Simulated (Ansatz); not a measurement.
# SiO2: the cost of one run

Program: Ansatz 0.2.0. Level of theory: DFT LDA, scalar-relativistic, plane waves, PAW. These are calculated values, not measurements.

## Step 1: The structure to begin with

The structure is tetragonal, space group P4_12_12 (No. 92). Conventional cell: a = 4.947 Å, b = 4.947 Å, c = 6.875 Å, α = 90.00°, β = 90.00°, γ = 90.00°. Around Si (site symmetry 2) lie 4 O at 1.61 Å. O (site symmetry 1) is surrounded by 2 Si at 1.61 Å.

As a file:

```
Si O
1.0
     6.99563    0.00000    0.00000
     0.00000    6.87522    0.00000
     0.00000    0.00000    6.99565
Si O
8 16
Direct
  0.50015 0.50007 0.44596
  0.99985 0.49993 0.94596
  0.49985 0.00007 0.05404
  0.00015 0.99993 0.55404
  0.69596 0.75013 0.74997
  0.80404 0.24987 0.24997
  0.30404 0.25013 0.75003
  0.19596 0.74987 0.25003
  0.56253 0.68322 0.57478
  0.93747 0.31678 0.07478
  0.43747 0.18322 0.92522
  0.06253 0.81678 0.42522
  0.17523 0.06704 0.68751
  0.32477 0.93296 0.18751
  0.82477 0.56704 0.81249
  0.67523 0.43296 0.31249
  0.06225 0.68281 0.07511
  0.43775 0.31719 0.57511
  0.93775 0.18281 0.42489
  0.56225 0.81719 0.92489
  0.67488 0.06694 0.18771
  0.82512 0.93306 0.68771
  0.32512 0.56694 0.31229
  0.17488 0.43306 0.81229
```

It is the result of an earlier relaxation at this level (volume 14.02 Å³/atom; gap on the mesh: 5.55 eV).

## Step 2: Seeking the band edges over the whole zone

Input file input.yaml:

```yaml
crystal:
  lattice:
    - [6.9956264444, 0.0, 0.0]
    - [0.0, 6.8752235294, 0.0]
    - [0.0, 0.0, 6.995649629]
  atoms:
    - { symbol: Si, position: [0.5001496305, 0.500072378, 0.4459648293] }
    - { symbol: Si, position: [-0.0001496305, 0.499927622, 0.9459648293] }
    - { symbol: Si, position: [0.4998503695, 1.000072378, 0.0540351707] }
    - { symbol: Si, position: [1.0001496305, -7.2378e-05, 0.5540351707] }
    - { symbol: Si, position: [0.6959628742, 0.7501323057, 0.7499703917] }
    - { symbol: Si, position: [0.8040371258, 0.2498676943, 0.2499703917] }
    - { symbol: Si, position: [0.3040371258, 0.2501323057, 0.7500296083] }
    - { symbol: Si, position: [0.1959628742, 0.7498676943, 0.2500296083] }
    - { symbol: O, position: [0.5625260803, 0.6832170443, 0.5747792852] }
    - { symbol: O, position: [0.9374739197, 0.3167829557, 0.0747792852] }
    - { symbol: O, position: [0.4374739197, 0.1832170443, 0.9252207148] }
    - { symbol: O, position: [0.0625260803, 0.8167829557, 0.4252207148] }
    - { symbol: O, position: [0.175229912, 0.0670367993, 0.6875109965] }
    - { symbol: O, position: [0.324770088, 0.9329632007, 0.1875109965] }
    - { symbol: O, position: [0.824770088, 0.5670367993, 0.8124890035] }
    - { symbol: O, position: [0.675229912, 0.4329632007, 0.3124890035] }
    - { symbol: O, position: [0.0622516693, 0.6828091442, 0.0751144184] }
    - { symbol: O, position: [0.4377483307, 0.3171908558, 0.5751144184] }
    - { symbol: O, position: [0.9377483307, 0.1828091442, 0.4248855816] }
    - { symbol: O, position: [0.5622516693, 0.8171908558, 0.9248855816] }
    - { symbol: O, position: [0.6748785565, 0.0669353244, 0.1877084329] }
    - { symbol: O, position: [0.8251214435, 0.9330646756, 0.6877084329] }
    - { symbol: O, position: [0.3251214435, 0.5669353244, 0.3122915671] }
    - { symbol: O, position: [0.1748785565, 0.4330646756, 0.8122915671] }
basis:
  ecutwfc: 420
kpoints:
  mp_grid: { grid: [4, 4, 4] }
  band_path: { path: [VBM, CBM], npoints: 2 }
hamiltonian:
  xc: lda
scf:
  occupations: { method: gaussian, width: 0.02 }
output:
  forces: false
  stress: false
  eigenvalues: true
checkpoint:
  read: start.run
  write: ck
  compress: false
  write_wavefunctions: false
  write_every: 100000
```

Run with:

```console
$ ansatz run input.yaml --threads 4 --pin off --max-ram 10240MiB --backend cpu --events-out ev --progress --plain --runs-dir out
```

What time and memory should one allow on 4 threads of Intel Xeon at 2.50GHz (Skylake/Cascade Lake), shared host?

About 3.2 min, with a peak of 1.6 GiB.
